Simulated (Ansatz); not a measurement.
**CH3FGaO radical: one species, many methods**

Aim: compute CH3FGaO radical with functionals from several rungs and with coupled cluster. The yardstick is the atomisation energy at the CCSD(T) limit.

Method: functionals in def2-TZVPP, the program's frozen cores in correlated methods; program: Ansatz 0.2.0, Gaussian basis.

Plan: LDA (SPW92), PBE-D4, revPBE-D4, BLYP-D4, r2SCAN-D4, B97M-V, PBE0-D4, B3LYP-D4, r2SCANh-D4, r2SCAN0-D4, HSE06-D4, BHLYP-D4, CAM-B3LYP-D4, LC-ωPBE, ωB97X-V, ωB97M-V, B2PLYP, PBE-QIDH; CCSD(T)/def2-SVP; CCSD(T)/def2-TZVPP; MP2/def2-QZVPP; extrapolation to the limit; RPA on PBE.

## (1) Structure used throughout

The geometry comes from an earlier relaxation with PBE0-D4 in a triple-zeta def2 set; it is a stationary point, not always the lowest conformer.

SMILES `C[O][Ga][F]`, 7 atoms, charge 0, spin multiplicity 2.

Atoms are counted from 1 here; the program's logs count them from 0.

Bond lengths: C1–O2 1.416 Å, C1–H5 1.095 Å, C1–H6 1.095 Å, C1–H7 1.094 Å, O2–Ga3 1.790 Å, Ga3–F4 1.770 Å. Angles: O2–C1–H5 109.2°, O2–C1–H6 113.3°, O2–C1–H7 109.2°, H5–C1–H6 108.2°, H5–C1–H7 108.5°, H6–C1–H7 108.2°, C1–O2–Ga3 120.8°, O2–Ga3–F4 116.1°.

Coordinates:

```xyz
7
charge 0, multiplicity 2
C     0.6491   -0.1448   -0.5404
O     0.3133   -0.7441    0.6975
Ga   -1.1326   -0.2134    1.6090
F    -2.0913    1.0776    0.8683
H     0.6669   -0.9127   -1.3201
H    -0.0523    0.6387   -0.8471
H     1.6470    0.2988   -0.4673
```

## (2) LDA

This LDA is Slater exchange with PW92 correlation.

File in.yaml:

```yaml
crystal:
  periodic: [false, false, false]
  atoms:
    - {symbol: C, position_ang: [0.649075, -0.144758, -0.540379]}
    - {symbol: O, position_ang: [0.313251, -0.744075, 0.697503]}
    - {symbol: Ga, position_ang: [-1.132634, -0.213443, 1.609040]}
    - {symbol: F, position_ang: [-2.091288, 1.077589, 0.868296]}
    - {symbol: H, position_ang: [0.666918, -0.912742, -1.320051]}
    - {symbol: H, position_ang: [-0.052314, 0.638650, -0.847054]}
    - {symbol: H, position_ang: [1.647002, 0.298780, -0.467346]}
basis:
  gaussian: {orbitals: def2-TZVPP}
magnetization: {spin_polarized: true, initial_magnetization: 1}
hamiltonian: {xc: lda}
output: {orbitals: {seedname: orbitals}}
```

Started as:

```sh
ansatz run in.yaml --threads 2 --pin off --events-out ev --progress --plain --max-ram 32768MiB --backend cpu
```

Further steps of the session: PBE-D4 (GGA); revPBE-D4 (GGA); BLYP-D4 (GGA); r2SCAN-D4 (meta-GGA); B97M-V (meta-GGA); PBE0-D4 (hybrid); B3LYP-D4 (hybrid); r2SCANh-D4 (hybrid); r2SCAN0-D4 (hybrid); HSE06-D4 (hybrid); BHLYP-D4 (hybrid); CAM-B3LYP-D4 (range-separated); LC-ωPBE (range-separated); ωB97X-V (range-separated); ωB97M-V (range-separated); B2PLYP (double hybrid); PBE-QIDH (double hybrid); CCSD(T) in def2-SVP; CCSD(T) in def2-TZVPP; MP2 in def2-QZVPP; RPA on PBE orbitals.

Before running them: what should the planned runs give, taken together? Wanted: atomisation energy, CCSD(T)/CBS; farthest beyond LDA; mean size of error, GGA; mean size of error, meta-GGA; mean size of error, hybrid; mean size of error, range-separated; mean size of error, double hybrid; gap, smallest and largest; T1 diagnostic.

As calculated:

```
                               quantity                                                                                                                                      value
        atomisation energy, CCSD(T)/CBS                                                                                                                              2418.0 kJ/mol
 functionals within 24.2 kJ/mol (1.0 %)  revPBE-D4, BLYP-D4, r2SCAN-D4, B97M-V, PBE0-D4, B3LYP-D4, r2SCANh-D4, HSE06-D4, CAM-B3LYP-D4, LC-ωPBE, ωB97X-V, ωB97M-V, B2PLYP, PBE-QIDH
                    farthest beyond LDA                                                                                                                   BHLYP-D4 (-115.3 kJ/mol)
                mean size of error, GGA                                                                                                                                26.6 kJ/mol
           mean size of error, meta-GGA                                                                                                                                13.5 kJ/mol
             mean size of error, hybrid                                                                                                                                33.2 kJ/mol
    mean size of error, range-separated                                                                                                                                 7.5 kJ/mol
      mean size of error, double hybrid                                                                                                                                18.6 kJ/mol
              gap, smallest and largest                                                                                                   0.96 eV (LDA (SPW92)), 8.48 eV (LC-ωPBE)
                          T1 diagnostic                                                                                                                                     0.0167
triples share of the correlation energy                                                                                                                                      3.6 %
```

What this shows: LDA overbinds by 407.0 kJ/mol (17 %). PBE-D4 misses by +63.3 kJ/mol. Double hybrids carry the basis error of their MP2 part in triple zeta, and no dispersion term here, so their miss is partly the set-up's. The rungs range-separated, meta-GGA, double hybrid miss on average by less than the doubt on the reference (24.2 kJ/mol), so they tie. The reference freezes the cores and leaves out relativity and excitations past (T), and its outer-core shells are covered unevenly, so misses under about 24.2 kJ/mol can't be ranked. Hartree-Fock recovers 71 % of the binding; the rest is correlation. CCSD(T) in def2-SVP is off by -129.3 kJ/mol, which most functionals beat. Orbital gaps span 1.0 to 8.5 eV; exact exchange widens them. Correlated methods include outer-core shells of Ga, which these sets cover unevenly.
